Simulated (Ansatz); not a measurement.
**CBF₅O: how energies converge with the basis set**

Aim: see how fast density functionals converge with the basis set for CBF₅O.

Computed with Ansatz 0.2.0, Gaussian basis. Level: one geometry, several basis sets.

Levels to be run: PBE0-D4/def2-SVP; ωB97M-V/def2-SVP; PBE0-D4/def2-QZVPP; ωB97M-V/def2-QZVPP; the functionals' def2-TZVPP values are taken from earlier runs.

## Step 1: The relaxed structure

An earlier PBE0-D4 in a triple-zeta def2 set relaxation fixed the geometry.

8 atoms, charge 0, spin multiplicity 1.

Atoms are counted from 1 here; the program's logs count them from 0.

Bond lengths: F1–B2 1.312 Å, B2–F3 1.309 Å, B2–O4 1.367 Å, O4–C5 1.354 Å, C5–F6 1.330 Å, C5–F7 1.330 Å, C5–F8 1.320 Å. Angles: F1–B2–F3 120.2°, F1–B2–O4 122.6°, F3–B2–O4 117.2°, B2–O4–C5 123.8°, O4–C5–F6 111.5°, O4–C5–F7 111.5°, O4–C5–F8 108.3°, F6–C5–F7 108.1°, F6–C5–F8 108.6°, F7–C5–F8 108.6°.

## Step 2: PBE0-D4 in def2-SVP

File in.yaml:

```yaml
crystal:
  periodic: [false, false, false]
  atoms:
    - {symbol: F, position_ang: [0.186709, -1.680579, 0.917130]}
    - {symbol: B, position_ang: [0.053729, -1.326122, -0.339126]}
    - {symbol: F, position_ang: [0.018392, -2.235815, -1.279528]}
    - {symbol: O, position_ang: [-0.052871, -0.020220, -0.728957]}
    - {symbol: C, position_ang: [-0.032678, 1.026862, 0.129882]}
    - {symbol: F, position_ang: [-1.032718, 0.960985, 1.003821]}
    - {symbol: F, position_ang: [1.108753, 1.078603, 0.810054]}
    - {symbol: F, position_ang: [-0.157016, 2.139186, -0.569076]}
basis:
  gaussian: {orbitals: def2-SVP}
hamiltonian: {xc: pbe0, dispersion: d4}
output: {orbitals: {seedname: orbitals}}
```

Run with:

```bash
$ ansatz run in.yaml --threads 4 --pin off --events-out ev --progress --plain --max-ram 11315MiB
```

The runs that follow: ωB97M-V in def2-SVP; PBE0-D4 in def2-QZVPP; ωB97M-V in def2-QZVPP.

**Question.** What will the summary of the whole plan be? Wanted: PBE0-D4: double and triple zeta above quadruple; ωB97M-V: double and triple zeta above quadruple.

The runs gave:

```
                                       quantity           value
PBE0-D4: double and triple zeta above quadruple  21.67, 0.88 eV
ωB97M-V: double and triple zeta above quadruple  21.97, 0.82 eV
```

What this shows: For PBE0-D4 the step from double to triple zeta gains 20.79 eV and the next only 0.88 eV. Total energies overstate the basis error of differences, where much of it tends to cancel. The LUMO of ωB97M-V is positive and keeps falling with the basis (2.83 to 1.87 eV): an unbound level that the basis holds in place.
